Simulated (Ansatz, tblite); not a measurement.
# The cluster Zr2Se4: spin-state energies by level

Is the singlet the ground state of the cluster Zr2Se4? Other spin states are computed and compared level by level.

Computed with Ansatz 0.2.0, Gaussian basis. Level: as each input shows.

Plan: triplet, relaxed (GFN1-xTB, GFN2-xTB, PBE0-D4/def2-TZVP, PBE-D4/def2-TZVP, r2SCAN-D4/def2-TZVP, BLYP-D4/def2-TZVP, revPBE-D4/def2-TZVP, MP2/def2-TZVP); quintet, relaxed (GFN1-xTB, GFN2-xTB, PBE0-D4/def2-TZVP, PBE-D4/def2-TZVP, r2SCAN-D4/def2-TZVP, BLYP-D4/def2-TZVP, revPBE-D4/def2-TZVP, MP2/def2-TZVP); broken-symmetry singlet, at the geometry of the singlet (PBE0-D4/def2-TZVP, PBE-D4/def2-TZVP, r2SCAN-D4/def2-TZVP); the singlet's energies come from earlier runs.

5 further runs of the same task are left out: 1 that didn't finish, 4 set aside as unsound or not needed.

## Step 1: The geometry

The geometry is that of the singlet, from an earlier relaxation (PBE-D4/def2-SVP). At that level it is the lowest of the isomers that a small search found.

6 atoms, charge 0, spin multiplicity 1.

Atoms are counted from 1 here; the program's logs count them from 0.

Bond lengths: Zr1–Se3 2.506 Å, Zr1–Se4 2.506 Å, Zr1–Se5 2.505 Å, Zr2–Se3 2.687 Å, Zr2–Se4 2.687 Å, Zr2–Se5 2.690 Å, Zr2–Se6 2.368 Å. Angles: Se3–Zr1–Se4 96.0°, Se3–Zr1–Se5 96.0°, Se4–Zr1–Se5 96.0°, Se3–Zr2–Se4 87.7°, Se3–Zr2–Se5 87.7°, Se3–Zr2–Se6 126.7°, Se4–Zr2–Se5 87.7°, Se4–Zr2–Se6 126.7°, Se5–Zr2–Se6 127.2°, Zr1–Se3–Zr2 67.7°, Zr1–Se4–Zr2 67.7°, Zr1–Se5–Zr2 67.7°.

Zr takes a core potential in the def2 sets. No spin-orbit coupling is included.

## Step 2: Relaxing the triplet

in.yaml

```yaml
crystal:
  periodic: [false, false, false]
  atoms:
    - {symbol: Zr, position_ang: [1.777616, -0.120021, -0.915909]}
    - {symbol: Zr, position_ang: [-0.794838, 0.052329, 0.407344]}
    - {symbol: Se, position_ang: [0.683314, 2.097948, -0.514872]}
    - {symbol: Se, position_ang: [1.468274, -0.990085, 1.413246]}
    - {symbol: Se, position_ang: [-0.242447, -1.239473, -1.886070]}
    - {symbol: Se, position_ang: [-2.891929, 0.199303, 1.496261]}
basis:
  gaussian: {orbitals: def2-SVP}
magnetization: {spin_polarized: true, initial_magnetization: 2}
hamiltonian: {xc: pbe, dispersion: d4}
scf: {lower_state_search: "off"}
output: {orbitals: {seedname: orbitals}}
relax: {f_tol: 0.02, max_steps: 100}
```

Launch:

```console
$ ansatz run in.yaml --threads 4 --pin off --events-out ev --progress --plain --max-ram 4787MiB
```

Output, cut to the lines that bear on the results:

```text
Functional definition: PBE
  name "PBE"
  cite "Perdew, Burke & Ernzerhof, Phys. Rev. Lett. 77, 3865 (1996) doi:10.1103/PhysRevLett.77.3865"
  parent pbe
[...]
1940 factors; their error is unknown
[...]
mean field -263896.25360415 eV, -9698.0084446472 hartree, gradient 1.9e-6 eV, S^2 2.003265; 0 other end points of the search recorded, 0 dependent functions left out
[...]
reference -263896.25366998 eV, -9698.0084470663 hartree; 81, 79 occupied and 109, 111 virtual orbitals, 1940 factors
relax step   1: F+E_penalty+E_count = -263896.70024136 eV  Δ(F+E_penalty+E_count) = +0.000e0 eV  max|allowed force component| = 1.111e0 eV/Å  Δτ_max = 0.0000 Å  (106 SCF iters, accepted)
[...]
relax step   4: F+E_penalty+E_count = -263896.78856480 eV  Δ(F+E_penalty+E_count) = -1.841e-3 eV  max|allowed force component| = 5.907e-2 eV/Å  Δτ_max = 0.0165 Å  (38 SCF iters, accepted)
[...]
relax step   7: F+E_penalty+E_count = -263896.79001239 eV  Δ(F+E_penalty+E_count) = -2.841e-5 eV  max|allowed force component| = 6.408e-3 eV/Å  Δτ_max = 0.0031 Å  (33 SCF iters, accepted)
[...]
relax step  10: F+E_penalty+E_count = -263896.79005796 eV  Δ(F+E_penalty+E_count) = -1.769e-5 eV  max|allowed force component| = 4.951e-3 eV/Å  Δτ_max = 0.0049 Å  (42 SCF iters, accepted)
[...]
relax step  12: F+E_penalty+E_count = -263896.79010293 eV  Δ(F+E_penalty+E_count) = -4.497e-5 eV  max|allowed force component| = 7.063e-3 eV/Å  Δτ_max = 0.0065 Å  (42 SCF iters, accepted)
[...]
relax step  13: F+E_penalty+E_count = -263896.79016418 eV  Δ(F+E_penalty+E_count) = -6.125e-5 eV  max|allowed force component| = 9.872e-3 eV/Å  Δτ_max = 0.0069 Å  (43 SCF iters, accepted)
Total energy: -263896.79023059 eV, -9698.0281653053 hartree
Atom 0 at     1.803264    -0.135074    -0.901771 Å, force    -0.007894     0.006861    -0.009872 eV/Å
Atom 1 at    -0.734931     0.028073     0.352736 Å, force     0.009578    -0.008282    -0.000810 eV/Å
Atom 2 at     0.653804     2.109488    -0.525912 Å, force     0.003257    -0.001688     0.000741 eV/Å
Atom 3 at     1.441747    -0.983143     1.462925 Å, force    -0.000084    -0.002216     0.005028 eV/Å
Atom 4 at    -0.267615    -1.221799    -1.927051 Å, force     0.002585     0.001857     0.006060 eV/Å
Atom 5 at    -2.896279     0.202455     1.539072 Å, force    -0.007442     0.003467    -0.001147 eV/Å
Dipole moment:     1.248890    -0.128392    -0.632426 e Å
Checks for a lower state left out: stability, starts, cluster_reference, orbital_swaps, neighbouring_geometries, increment
```

It took 3.6 min on 4 threads of Intel Xeon at 2.50GHz, shared host.

Relaxation path:

```tsv
step	energy from step 1 (eV)	largest force component (eV/Å)
1	0.0000	1.1109
2	-0.0182	0.5732
3	-0.0865	0.1472
4	-0.0883	0.0591
5	-0.0896	0.0252
6	-0.0897	0.0073
7	-0.0898	0.0064
8	-0.0898	0.0054
9	-0.0898	0.0037
10	-0.0898	0.0050
11	-0.0897	0.0292
12	-0.0899	0.0071
13	-0.0899	0.0099
```

The force was under the threshold of 0.02 eV/Å already at step 6, but the program went on to step 13.

Close pairs (by a distance rule), those that changed most:

```tsv
bond	before (Å)	after (Å)	change (Å)
Zr2–Se6	2.368	2.472	+0.104
Zr1–Zr2	2.898	2.836	-0.062
Zr1–Se5	2.505	2.554	+0.049
Zr2–Se5	2.690	2.642	-0.048
Zr1–Se3	2.506	2.550	+0.044
Zr2–Se4	2.687	2.644	-0.043
Zr2–Se3	2.687	2.652	-0.035
Zr1–Se4	2.506	2.538	+0.033
```

## Step 3: Triplet, first pass, PBE-D4/def2-SVP

start.molden holds the orbitals of an earlier run on this state, given as this run's starting guess.

in.yaml

```yaml
crystal:
  periodic: [false, false, false]
  atoms:
    - {symbol: Zr, position_ang: [1.803264, -0.135074, -0.901771]}
    - {symbol: Zr, position_ang: [-0.734931, 0.028073, 0.352736]}
    - {symbol: Se, position_ang: [0.653804, 2.109488, -0.525912]}
    - {symbol: Se, position_ang: [1.441747, -0.983143, 1.462925]}
    - {symbol: Se, position_ang: [-0.267615, -1.221799, -1.927051]}
    - {symbol: Se, position_ang: [-2.896279, 0.202455, 1.539072]}
basis:
  gaussian: {orbitals: def2-SVP, initial_orbitals: start.molden}
magnetization: {spin_polarized: true, initial_magnetization: 2}
hamiltonian: {xc: pbe, dispersion: d4}
output: {orbitals: {seedname: orbitals}}
```

The command is unchanged.

Output, cut to the lines that bear on the results:

```text
Functional definition: PBE
  name "PBE"
  cite "Perdew, Burke & Ernzerhof, Phys. Rev. Lett. 77, 3865 (1996) doi:10.1103/PhysRevLett.77.3865"
  parent pbe
[...]
1940 factors; their error is unknown
[...]
mean field -263896.34657749 eV, -9698.0118613545 hartree, gradient 2.7e-6 eV, S^2 2.003741; 9 other end points of the search recorded, 0 dependent functions left out
reference -263896.34664390 eV, -9698.0118637949 hartree; 81, 79 occupied and 109, 111 virtual orbitals, 1940 factors
Total energy: -263896.79022804 eV, -9698.0281652114 hartree
```

Run time: 2 min. Hardware: 4 threads of Intel Xeon at 2.50GHz, shared host.

Report: HOMO -4.92 eV, LUMO -5.61 eV (over both spins; with the spin held, an empty level of the minority spin lies below the top filled one); ⟨S²⟩ 2.004 (pure: 2.00).

## Step 4: Triplet, GFN1-xTB

Tight binding, by tblite at 300 K electronic temperature and without a spin-polarisation term:

```python
tblite.interface.Calculator('GFN1-xTB', numbers, positions, charge=0, uhf=2).singlepoint()
```

Energy -440.2508 eV; 0.051 s.

## Step 5: Triplet, GFN2-xTB

Tight binding, by tblite at 300 K electronic temperature and without a spin-polarisation term:

```python
tblite.interface.Calculator('GFN2-xTB', numbers, positions, charge=0, uhf=2).singlepoint()
```

Energy -434.9421 eV; 0.057 s.

## Step 6: Triplet, PBE0-D4/def2-TZVP

in.yaml: that of step 3 with these lines changed.

```diff
@@ -10,5 +10,6 @@
 basis:
-  gaussian: {orbitals: def2-SVP, initial_orbitals: start.molden}
+  gaussian: {orbitals: def2-TZVP, initial_orbitals: start.molden}
 magnetization: {spin_polarized: true, initial_magnetization: 2}
-hamiltonian: {xc: pbe, dispersion: d4}
+hamiltonian: {xc: pbe0, dispersion: d4}
+scf: {omitted_lower_state_checks: [starts]}
 output: {orbitals: {seedname: orbitals}}
```

The command is unchanged.

Output, cut to the lines that bear on the results:

```text
Functional definition: PBE0
  name "PBE0"
  cite "Adamo & Barone, J. Chem. Phys. 110, 6158 (1999) doi:10.1063/1.478522"
  cite "Perdew, Burke & Ernzerhof, Phys. Rev. Lett. 77, 3865 (1996) doi:10.1103/PhysRevLett.77.3865"
  parent pbe
[...]
2030 factors; integrals over basis functions are off by at most 8.2e-4 eV
[...]
mean field -263935.31114778 eV, -9699.4437829015 hartree, gradient 7.1e-6 eV, S^2 2.011714; 0 other end points of the search recorded, 0 dependent functions left out
reference -263935.31118726 eV, -9699.4437843523 hartree; 81, 79 occupied and 191, 193 virtual orbitals, 2030 factors
Total energy: -263935.70332600 eV, -9699.4581951851 hartree
Checks for a lower state left out: starts
```

Wall time 2.8 min (4 threads of Intel Xeon at 2.50GHz, shared host); peak memory 2 GiB.

From the report: HOMO -5.90 eV, LUMO -5.18 eV (over both spins); ⟨S²⟩ 2.012 (pure: 2.00).

## Step 7: Triplet, PBE-D4/def2-TZVP

in.yaml: that of step 6 with these lines changed.

```diff
@@ -12,3 +12,3 @@
 magnetization: {spin_polarized: true, initial_magnetization: 2}
-hamiltonian: {xc: pbe0, dispersion: d4}
+hamiltonian: {xc: pbe, dispersion: d4}
 scf: {omitted_lower_state_checks: [starts]}
```

Same command.

Output:

```text
Functional definition: PBE
  name "PBE"
  cite "Perdew, Burke & Ernzerhof, Phys. Rev. Lett. 77, 3865 (1996) doi:10.1103/PhysRevLett.77.3865"
  parent pbe
  parameter kappa = 0.804
  parameter beta = 0.06672455060314922
  exchange = pbe_x(kappa = kappa, mu = beta*pi^2/3)
  correlation = pbe_c(beta = beta)
these checks for a lower state are left out or cut short: starts
2190 factors; their error is unknown
mean field evaluation 1: about -263928.4912 eV, gradient 1.1e1 eV
mean field evaluation 2: about -263928.7850 eV, gradient 5.4e-1 eV
mean field evaluation 4: about -263928.9680 eV, gradient 1.8e-1 eV
mean field evaluation 8: about -263928.8597 eV, gradient 8.6e-3 eV
mean field evaluation 16: about -263928.8597 eV, gradient 4.3e-4 eV
mean field -263928.85972240 eV, -9699.2066973918 hartree, gradient 2.9e-6 eV, S^2 2.004423; 0 other end points of the search recorded, 0 dependent functions left out
reference -263928.85977647 eV, -9699.2066993786 hartree; 81, 79 occupied and 191, 193 virtual orbitals, 2190 factors
Total energy: -263929.30336060 eV, -9699.2230007951 hartree
Checks for a lower state left out: starts
```

Run time: 72 s. Hardware: 4 threads of Intel Xeon at 2.50GHz, shared host; peak memory 1.4 GiB.

Report: HOMO -4.92 eV, LUMO -5.62 eV (over both spins; with the spin held, an empty level of the minority spin lies below the top filled one); ⟨S²⟩ 2.004 (pure: 2.00).

## Step 8: Triplet, r2SCAN-D4/def2-TZVP

in.yaml: that of step 7 with these lines changed.

```diff
@@ -12,3 +12,3 @@
 magnetization: {spin_polarized: true, initial_magnetization: 2}
-hamiltonian: {xc: pbe, dispersion: d4}
+hamiltonian: {xc: r2scan, dispersion: d4}
 scf: {omitted_lower_state_checks: [starts]}
```

The command is unchanged.

Output, cut to the lines that bear on the results:

```text
Functional definition: r2SCAN
  name "r2SCAN"
  cite "Furness, Kaplan, Ning, Perdew & Sun, J. Phys. Chem. Lett. 11, 8208 (2020) doi:10.1021/acs.jpclett.0c02405"
  cite "Furness, Kaplan, Ning, Perdew & Sun, J. Phys. Chem. Lett. 11, 9248 (2020) doi:10.1021/acs.jpclett.0c03077"
  parent r2scan
[...]
2190 factors; their error is unknown
[...]
mean field -263967.29988837 eV, -9700.6193474353 hartree, gradient 1.9e-6 eV, S^2 2.009646; 0 other end points of the search recorded, 0 dependent functions left out
reference -263967.29991113 eV, -9700.6193482720 hartree; 81, 79 occupied and 191, 193 virtual orbitals, 2190 factors
Total energy: -263967.39063812 eV, -9700.6226824271 hartree
Checks for a lower state left out: starts
```

It took 3.3 min on 4 threads of Intel Xeon at 2.50GHz, shared host; peak memory 1.5 GiB.

From the report: HOMO -5.28 eV, LUMO -5.75 eV (over both spins; with the spin held, an empty level of the minority spin lies below the top filled one); ⟨S²⟩ 2.010 (pure: 2.00).

## Step 9: Triplet, BLYP-D4/def2-TZVP

in.yaml: that of step 8 with these lines changed.

```diff
@@ -12,3 +12,3 @@
 magnetization: {spin_polarized: true, initial_magnetization: 2}
-hamiltonian: {xc: r2scan, dispersion: d4}
+hamiltonian: {xc: {name: BLYP}, dispersion: d4}
 scf: {omitted_lower_state_checks: [starts]}
```

The command is unchanged.

Output, cut to the lines that bear on the results:

```text
Functional definition: BLYP
  name "BLYP"
  cite "Becke, Phys. Rev. A 38, 3098 (1988) doi:10.1103/PhysRevA.38.3098"
  cite "Lee, Yang & Parr, Phys. Rev. B 37, 785 (1988) doi:10.1103/PhysRevB.37.785"
[...]
2190 factors; their error is unknown
[...]
mean field -263969.38498963 eV, -9700.6959734932 hartree, gradient 8.3e-6 eV, S^2 2.003582; 0 other end points of the search recorded, 0 dependent functions left out
reference -263969.38536806 eV, -9700.6959874003 hartree; 81, 79 occupied and 191, 193 virtual orbitals, 2190 factors
Total energy: -263970.25781011 eV, -9700.7280490545 hartree
Checks for a lower state left out: starts
```

Run time: 85 s. Hardware: 4 threads of Intel Xeon at 2.50GHz, shared host; peak memory 1.4 GiB.

HOMO -4.74 eV, LUMO -5.47 eV (over both spins; with the spin held, an empty level of the minority spin lies below the top filled one); ⟨S²⟩ 2.004 (pure: 2.00).

## Step 10: Triplet, revPBE-D4/def2-TZVP

in.yaml: that of step 9 with these lines changed.

```diff
@@ -12,3 +12,3 @@
 magnetization: {spin_polarized: true, initial_magnetization: 2}
-hamiltonian: {xc: {name: BLYP}, dispersion: d4}
+hamiltonian: {xc: {name: revPBE}, dispersion: d4}
 scf: {omitted_lower_state_checks: [starts]}
```

Launched as before.

Output, cut to the lines that bear on the results:

```text
Functional definition: revPBE
  name "revPBE"
  cite "Zhang & Yang, Phys. Rev. Lett. 80, 890 (1998) doi:10.1103/PhysRevLett.80.890"
  cite "Perdew, Burke & Ernzerhof, Phys. Rev. Lett. 77, 3865 (1996) doi:10.1103/PhysRevLett.77.3865"
[...]
2190 factors; their error is unknown
[...]
mean field -263947.54112486 eV, -9699.8932262693 hartree, gradient 2.7e-6 eV, S^2 2.004840; 0 other end points of the search recorded, 0 dependent functions left out
reference -263947.54119308 eV, -9699.8932287764 hartree; 81, 79 occupied and 191, 193 virtual orbitals, 2190 factors
Total energy: -263948.29996298 eV, -9699.9211130561 hartree
Checks for a lower state left out: starts
```

Run time: 76 s. Hardware: 4 threads of Intel Xeon at 2.50GHz, shared host; peak memory 1.4 GiB.

Report: HOMO -4.87 eV, LUMO -5.54 eV (over both spins; with the spin held, an empty level of the minority spin lies below the top filled one); ⟨S²⟩ 2.005 (pure: 2.00).

## Step 11: Triplet, MP2/def2-TZVP

in.yaml: that of step 10 with these lines changed.

```diff
@@ -12,3 +12,3 @@
 magnetization: {spin_polarized: true, initial_magnetization: 2}
-hamiltonian: {xc: {name: revPBE}, dispersion: d4}
+correlation: {method: mp2}
 scf: {omitted_lower_state_checks: [starts]}
```

Same command.

Output, cut to the lines that bear on the results:

```text
Functional definition: HF
  name "HF"
  cite "Fock, Z. Phys. 61, 126 (1930) doi:10.1007/BF01340294"
  parent pbe
[...]
2030 factors; integrals over basis functions are off by at most 8.2e-4 eV
[...]
mean field -263752.40183361 eV, -9692.7219895863 hartree, gradient 2.3e-6 eV, S^2 2.026518; 0 other end points of the search recorded, 0 dependent functions left out
36 core orbitals not correlated: weight in the atoms' cores, before any rotation towards them, 1.000 or more for the frozen orbitals, at most 0.000 for the correlated occupied ones
reference -263752.40183361 eV, -9692.7219895863 hartree; 45, 43 occupied and 191, 193 virtual orbitals, 2030 factors
second order -45.11146583 eV of doubles, -0.00000000 eV of singles
Total energy: -263797.51329945 eV, -9694.3798053781 hartree
Checks for a lower state left out: starts
```

Run time: 2.2 min. Hardware: 4 threads of Intel Xeon at 2.50GHz, shared host; peak memory 1.8 GiB.

Hartree-Fock HOMO -7.95 eV, LUMO -1.48 eV (over both spins); ⟨S²⟩ 2.027 (pure: 2.00).

## Step 12: Triplet less singlet

The singlet's energies are those of its earlier runs, whose logs aren't repeated here.

```tsv
level	triplet less singlet (kcal/mol)	time
GFN1-xTB	+23.4	0.088 s
GFN2-xTB	+32.4	0.11 s
HF/def2-TZVP	-5.9	
PBE-D4/def2-TZVP	+17.7	87 s
revPBE-D4/def2-TZVP	+17.3	95 s
BLYP-D4/def2-TZVP	+16.9	1.8 min
r2SCAN-D4/def2-TZVP	+17.7	3.9 min
PBE0-D4/def2-TZVP	+17.5	3.5 min
MP2/def2-TZVP	+33.0	3 min
```

Times add the two runs; a level without a time comes out of a correlated run. Tight binding without a spin term can't rank spin states.

## Step 13: Relaxing the quintet

in.yaml

```yaml
crystal:
  periodic: [false, false, false]
  atoms:
    - {symbol: Zr, position_ang: [1.777616, -0.120021, -0.915909]}
    - {symbol: Zr, position_ang: [-0.794838, 0.052329, 0.407344]}
    - {symbol: Se, position_ang: [0.683314, 2.097948, -0.514872]}
    - {symbol: Se, position_ang: [1.468274, -0.990085, 1.413246]}
    - {symbol: Se, position_ang: [-0.242447, -1.239473, -1.886070]}
    - {symbol: Se, position_ang: [-2.891929, 0.199303, 1.496261]}
basis:
  gaussian: {orbitals: def2-SVP}
magnetization: {spin_polarized: true, initial_magnetization: 4}
hamiltonian: {xc: pbe, dispersion: d4}
scf: {lower_state_search: "off"}
output: {orbitals: {seedname: orbitals}}
relax: {f_tol: 0.02, max_steps: 100}
```

Same command.

Output, cut to the lines that bear on the results:

```text
Functional definition: PBE
  name "PBE"
  cite "Perdew, Burke & Ernzerhof, Phys. Rev. Lett. 77, 3865 (1996) doi:10.1103/PhysRevLett.77.3865"
  parent pbe
[...]
1940 factors; their error is unknown
[...]
mean field -263893.75206940 eV, -9697.9165149409 hartree, gradient 3.7e-6 eV, S^2 6.007370; 0 other end points of the search recorded, 0 dependent functions left out
[...]
reference -263893.75213526 eV, -9697.9165173610 hartree; 82, 78 occupied and 108, 112 virtual orbitals, 1940 factors
relax step   1: F+E_penalty+E_count = -263894.19870661 eV  Δ(F+E_penalty+E_count) = +0.000e0 eV  max|allowed force component| = 2.776e0 eV/Å  Δτ_max = 0.0000 Å  (103 SCF iters, accepted)
[...]
relax step   4: F+E_penalty+E_count = -263894.76478209 eV  Δ(F+E_penalty+E_count) = -1.764e-2 eV  max|allowed force component| = 1.007e-1 eV/Å  Δτ_max = 0.0772 Å  (54 SCF iters, accepted)
[...]
relax step  15: F+E_penalty+E_count = -263894.78300350 eV  Δ(F+E_penalty+E_count) = -1.153e-4 eV  max|allowed force component| = 4.518e-3 eV/Å  Δτ_max = 0.0202 Å  (38 SCF iters, accepted)
Total energy: -263894.78306902 eV, -9697.9544034778 hartree
Atom 0 at     1.867556     0.044834    -0.651836 Å, force    -0.002592    -0.002557    -0.000093 eV/Å
Atom 1 at    -0.692797    -0.120048     0.318186 Å, force     0.004518    -0.000790     0.003159 eV/Å
Atom 2 at     0.290366     2.088453    -0.807537 Å, force    -0.002085     0.001858     0.000614 eV/Å
Atom 3 at     1.309921    -1.365459     1.446202 Å, force    -0.001722     0.001308     0.001136 eV/Å
Atom 4 at     0.013704    -1.135044    -2.050733 Å, force     0.001259    -0.000466    -0.004249 eV/Å
Atom 5 at    -2.788760     0.487265     1.745718 Å, force     0.000623     0.000647    -0.000567 eV/Å
Dipole moment:     0.861368     0.039296    -0.268299 e Å
Checks for a lower state left out: stability, starts, cluster_reference, orbital_swaps, neighbouring_geometries, increment
```

Run time: 4.1 min. Hardware: 4 threads of Intel Xeon at 2.50GHz, shared host.

Relaxation path:

```tsv
step	energy from step 1 (eV)	largest force component (eV/Å)
1	0.0000	2.7760
2	-0.4283	0.7592
3	-0.5484	0.2588
4	-0.5661	0.1007
5	-0.5723	0.1472
6	-0.5752	0.0308
7	-0.5756	0.0189
8	-0.5761	0.0590
9	-0.5786	0.0865
10	-0.5817	0.0619
11	-0.5832	0.0799
12	-0.5839	0.0326
13	-0.5833	0.0250
14	-0.5842	0.0082
15	-0.5843	0.0045
```

The force was under the threshold of 0.02 eV/Å already at step 7, but the program went on to step 15.

Close pairs (by a distance rule), those that changed most:

```tsv
bond	before (Å)	after (Å)	change (Å)
Zr2–Se6	2.368	2.608	+0.240
Zr1–Zr2	2.898	2.743	-0.155
Zr1–Se5	2.505	2.605	+0.100
Zr1–Se4	2.506	2.589	+0.083
Zr1–Se3	2.506	2.586	+0.081
Zr2–Se4	2.687	2.614	-0.073
Zr2–Se3	2.687	2.667	-0.020
Zr2–Se5	2.690	2.672	-0.017
```

## Step 14: Quintet, first pass, PBE-D4/def2-SVP

in.yaml

```yaml
crystal:
  periodic: [false, false, false]
  atoms:
    - {symbol: Zr, position_ang: [1.867556, 0.044834, -0.651836]}
    - {symbol: Zr, position_ang: [-0.692797, -0.120048, 0.318186]}
    - {symbol: Se, position_ang: [0.290366, 2.088453, -0.807537]}
    - {symbol: Se, position_ang: [1.309921, -1.365459, 1.446202]}
    - {symbol: Se, position_ang: [0.013704, -1.135044, -2.050733]}
    - {symbol: Se, position_ang: [-2.788760, 0.487265, 1.745718]}
basis:
  gaussian: {orbitals: def2-SVP, initial_orbitals: start.molden}
magnetization: {spin_polarized: true, initial_magnetization: 4}
hamiltonian: {xc: pbe, dispersion: d4}
output: {orbitals: {seedname: orbitals}}
```

Same command.

Output, cut to the lines that bear on the results:

```text
Functional definition: PBE
  name "PBE"
  cite "Perdew, Burke & Ernzerhof, Phys. Rev. Lett. 77, 3865 (1996) doi:10.1103/PhysRevLett.77.3865"
  parent pbe
[...]
1940 factors; their error is unknown
[...]
mean field -263894.34534980 eV, -9697.9383175934 hartree, gradient 9.3e-6 eV, S^2 6.007407; 11 other end points of the search recorded, 0 dependent functions left out
reference -263894.34541525 eV, -9697.9383199987 hartree; 82, 78 occupied and 108, 112 virtual orbitals, 1940 factors
Total energy: -263894.78306523 eV, -9697.9544033387 hartree
```

Run time: 2.1 min. Hardware: 4 threads of Intel Xeon at 2.50GHz, shared host.

HOMO -3.92 eV, LUMO -5.62 eV (over both spins; with the spin held, an empty level of the minority spin lies below the top filled one); ⟨S²⟩ 6.007 (pure: 6.00).

## Step 15: Quintet, GFN1-xTB

Tight binding, by tblite at 300 K electronic temperature and without a spin-polarisation term:

```python
tblite.interface.Calculator('GFN1-xTB', numbers, positions, charge=0, uhf=4).singlepoint()
```

Energy -438.2275 eV; 0.061 s.

## Step 16: Quintet, GFN2-xTB

Tight binding, by tblite at 300 K electronic temperature and without a spin-polarisation term:

```python
tblite.interface.Calculator('GFN2-xTB', numbers, positions, charge=0, uhf=4).singlepoint()
```

Energy -432.6160 eV; 0.079 s.

(Part 1 of 2 ends here.)
